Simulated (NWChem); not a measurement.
# One shape, several levels: CHClInNO (SMILES O=C=[N][InH][Cl])

Aim: a comparison of 6 runs (HF/STO-3G, HF/3-21G, HF/def2-SVP, B3LYP/def2-SVP, M06-2X/def2-SVP, SVWN5/def2-SVP) of CHClInNO. 

Program for the calculation: NWChem 7.3.0.

5 further runs of the same task are left out: 5 that didn't finish.

**1. The molecule**

The species is CHClInNO (6 atoms), meant as a singlet with charge 0. SMILES: `O=C=[N][InH][Cl]`. The coordinates come from a PBE0-D4/def2-TZVP relaxation. This is one conformer, not always the lowest.

Bond lengths: O1–C2 1.166 Å, C2–N3 1.205 Å, N3–In4 2.019 Å, In4–Cl5 2.315 Å, In4–H6 1.687 Å. Angles: O1–C2–N3 176.3°, C2–N3–In4 136.4°, N3–In4–Cl5 111.3°, N3–In4–H6 123.4°, Cl5–In4–H6 125.3°.

**2. Energy and gradient at HF/STO-3G (run 1)**

The input, m1.nw:

```
start m1
memory 2200 mb
charge 0
geometry units au noautosym nocenter noautoz
   O      3.07647413    -4.38492050     0.10979309
   C      1.69432844    -2.77959816     0.71677312
   N      0.25832556    -1.18466931     1.47795480
   In    -1.40633418     1.94244948     0.05914843
   Cl    -0.23999522     2.61160150    -4.10448514
   H     -3.38279874     3.79513698     1.74081571
end
basis "ao basis" spherical bse
   * library STO-3G
end
scf
   thresh 1e-08
   maxiter 80
end
task scf gradient
```

Run with:

```
nwchem m1.nw > m1.out
```

The log of the run:

```text
[...]
  functions       =    52
[...]
  wavefunction    = RHF
[...]
         Total SCF energy =  -6303.129831976770
      One-electron energy =  -9728.163649536911
      Two-electron energy =   2922.662733277534
 Nuclear repulsion energy =    502.371084282608
        Time for solution =     17.3s
[...]
                         RHF ENERGY GRADIENTS
    atom               coordinates                        gradient
                 x          y          z           x          y          z
   1 O       3.076474  -4.384921   0.109793   -0.041898   0.049610   0.016657
   2 C       1.694328  -2.779598   0.716773    0.029683  -0.035909  -0.010374
   3 N       0.258326  -1.184669   1.477955    0.030882  -0.050044   0.011989
   4 In     -1.406334   1.942449   0.059148   -0.003964   0.018573  -0.023747
   5 Cl     -0.239995   2.611602  -4.104485    0.003577   0.001361  -0.011474
   6 H      -3.382799   3.795137   1.740816   -0.018279   0.016409   0.016949
[...]
```

Wall time 27 s (1 thread of Intel Xeon Platinum 8259CL at 2.50GHz (Skylake/Cascade Lake), shared host); peak memory 0.1 GiB.

**3. Energy and forces at HF/3-21G (run 2)**

The input, input.xyz:

```xyz
6

O      1.628000    -2.320400     0.058100
C      0.896600    -1.470900     0.379300
N      0.136700    -0.626900     0.782100
In    -0.744200     1.027900     0.031300
Cl    -0.127000     1.382000    -2.172000
H     -1.790100     2.008300     0.921200
```

The input, input.nw:

```
start input
memory 2200 mb

geometry noautosym nocenter noautoz
  load format xyz input.xyz
end

basis spherical bse
  * library 3-21G
end

scf
  thresh 1e-08
  maxiter 80
end

task scf gradient
```

Run with:

```
nwchem input.nw > input.out
```

The log of the run:

```text
[...]
  functions       =    73
[...]
  wavefunction    = RHF
[...]
         Total SCF energy =  -6338.950213524095
      One-electron energy =  -9753.300359103023
      Two-electron energy =   2911.979025349448
 Nuclear repulsion energy =    502.371120229479
        Time for solution =     19.2s
[...]
                         RHF ENERGY GRADIENTS
    atom               coordinates                        gradient
                 x          y          z           x          y          z
   1 O       3.076474  -4.384920   0.109793   -0.004615   0.004782   0.003030
   2 C       1.694328  -2.779598   0.716773    0.018114  -0.013346  -0.021718
   3 N       0.258326  -1.184669   1.477955   -0.016772   0.009598   0.025158
   4 In     -1.406334   1.942449   0.059148    0.001901   0.013267  -0.028842
   5 Cl     -0.239995   2.611601  -4.104485   -0.007708  -0.005257   0.029063
   6 H      -3.382798   3.795137   1.740816    0.009080  -0.009045  -0.006690
[...]
```

Run time: 31 s. Hardware: 1 thread of Intel Xeon Platinum 8259CL at 2.50GHz (Skylake/Cascade Lake), shared host; peak memory 0.1 GiB.

Runs 3 to 5 aren't shown in full; the table further down has their settings and results.

**4. Energy and gradient at SVWN5/def2-SVP (core potential) (run 6)**

The input, run.py:

```python
from ase import Atoms
from ase.calculators.nwchem import NWChem

system = Atoms(['O', 'C', 'N', 'In', 'Cl', 'H'], positions=[
    [1.628000, -2.320400, 0.058100],
    [0.896600, -1.470900, 0.379300],
    [0.136700, -0.626900, 0.782100],
    [-0.744200, 1.027900, 0.031300],
    [-0.127000, 1.382000, -2.172000],
    [-1.790100, 2.008300, 0.921200],
])

calc = NWChem(
    label='mol',
    theory='dft',
    memory='2200 mb',
    basis='def2-SVP',
    basispar='spherical bse',
    dft={'xc': 'slater vwn_5', 'mult': '1', 'grid': 'fine', 'convergence': 'energy 1e-08', 'iterations': '100', 'mulliken': None},
    **{'ecp bse': {'In library': 'def2-SVP'}},
)
system.calc = calc

forces = system.get_forces()
e = system.get_potential_energy()
print(f"E = {e:.6f} eV")
print("forces (eV/A):")
for s, f in zip(system.symbols, forces):
    print(f"{s:2s} {f[0]:10.5f} {f[1]:10.5f} {f[2]:10.5f}")
print("dipole (e A):", system.get_dipole_moment().round(4))
```

Run with:

```
export ASE_NWCHEM_COMMAND="nwchem PREFIX.nwi > PREFIX.nwo"
python run.py
```

The log of the run:

```text
E = -22196.388646 eV
forces (eV/A):
O     0.55664   -0.65723   -0.22338
C     0.20075   -0.22132   -0.11344
N    -0.69368    0.81391    0.28981
In   -0.05872    0.00766    0.14203
Cl    0.04309    0.00920   -0.12768
H    -0.04808    0.04777    0.03260
dipole (e A): [-0.4171  0.439   0.2648]
```

The calculator wrote mol.nwi:

```
title "mol"

permanent_dir mol

scratch_dir mol

start mol

geometry units angstrom nocenter noautosym noautoz
  O  1.6279999999999999e+00 -2.3203999999999998e+00 5.8099999999999999e-02
  C  8.9659999999999995e-01 -1.4709000000000001e+00 3.7930000000000003e-01
  N  1.3669999999999999e-01 -6.2690000000000001e-01 7.8210000000000002e-01
  In -7.4419999999999997e-01 1.0279000000000000e+00 3.1300000000000001e-02
  Cl -1.2700000000000000e-01 1.3819999999999999e+00 -2.1720000000000002e+00
  H  -1.7901000000000000e+00 2.0083000000000002e+00 9.2120000000000002e-01
end

memory 2200 mb

basis spherical bse noprint
   * library def2-SVP
end

dft
  xc slater vwn_5
  mult 1
  grid fine
  convergence energy 1e-08
  iterations 100
  mulliken
end
ecp bse
  In library def2-SVP
end

task dft gradient
```

mol.nwo:

```text
Northwest Computational Chemistry Package (NWChem) 7.3.0
             --------------------------------------------------------

           Job information
           ---------------

    nwchem branch   = 7.3.0
    use scalapack   = T
    input           = mol.nwi
    prefix          = mol.
    data base       = mol/mol.db
    status          = startup
    nproc           =        1

           Memory information
           ------------------

[... 5 lines left out ...]
    hardfail = no
[... 109 lines left out ...]
  convergence criterion.
[... 41 lines left out ...]
          Spatial weights used:  Erf1
[... 32 lines left out ...]
 1-e energy   =   -1745.174628
[... 46 lines left out ...]
           Coulomb energy =      718.866729592378
[... 715 lines left out ...]
          Convergence on density requested:  1.00D-05
[... 27 lines left out ...]
          total energy or number of iterations.
[... 37 lines left out ...]
                 ----------------------------------------
                 |  Time  |  1-e(secs)   |  2-e(secs)   |
                 ----------------------------------------
                 |  CPU   |       0.09   |      19.45   |
                 ----------------------------------------
                 |  WALL  |       0.09   |      19.45   |
                 ----------------------------------------

 Task  times  cpu:       50.8s     wall:       50.8s
 Total times  cpu:       50.9s     wall:       50.9s
```

Run time: 53 s. Hardware: 1 thread of Intel Xeon Platinum 8259CL at 2.50GHz (Skylake/Cascade Lake), shared host; peak memory 0.12 GiB.

**5. All runs side by side**

```tsv
run	level	core potential	iteration cap	energy (Eh)	dipole moment (D)	HOMO energy (eV)	LUMO energy (eV)	wall time
1	HF/STO-3G	–	80	-6303.129832	3.91	-8.04	4.67	27 s
2	HF/3-21G	–	80	-6338.950214	4.24	-11.49	0.47	31 s
3	HF/def2-SVP (core potential)	def2-SVP	80	-816.271868	3.96	-11.77	0.63	66 s
4	B3LYP/def2-SVP (core potential)	def2-SVP	100	-818.884946	3.36	–	–	63 s
5	M06-2X/def2-SVP (core potential)	def2-SVP	100	-818.664729	3.59	-9.73	-1.47	71 s
6	SVWN5/def2-SVP (core potential)	def2-SVP	100	-815.702244	3.17	-7.22	-2.89	53 s
```

**6. Results**

```
                       quantity          value
            run 6: total energy  -815.70224 Eh
           run 6: dipole moment         3.17 D
             run 6: HOMO energy       -7.22 eV
             run 6: LUMO energy       -2.89 eV
           run 6: HOMO–LUMO gap        4.34 eV
run 6: largest force on an atom     1.108 eV/Å
```

What this shows: The dipole moment (its size) runs from 3.17 D (SVWN5/def2-SVP) to 4.24 D (HF/3-21G). The two ends differ in method and basis and core potential. Over runs 1, 2, 3, 5, 6 the HOMO–LUMO gap runs from 4.34 eV (SVWN5/def2-SVP) to 12.70 eV (HF/STO-3G). Totals of different functionals can't be ranked against each other. Some runs of one species differ in core potentials or relativity; totals across that change don't compare. In run 1 the basis is minimal, so the values are rough. In runs 1, 2 relativity is left out where basis or elements ask for it. All runs together took 5.2 min, the longest 71 s.
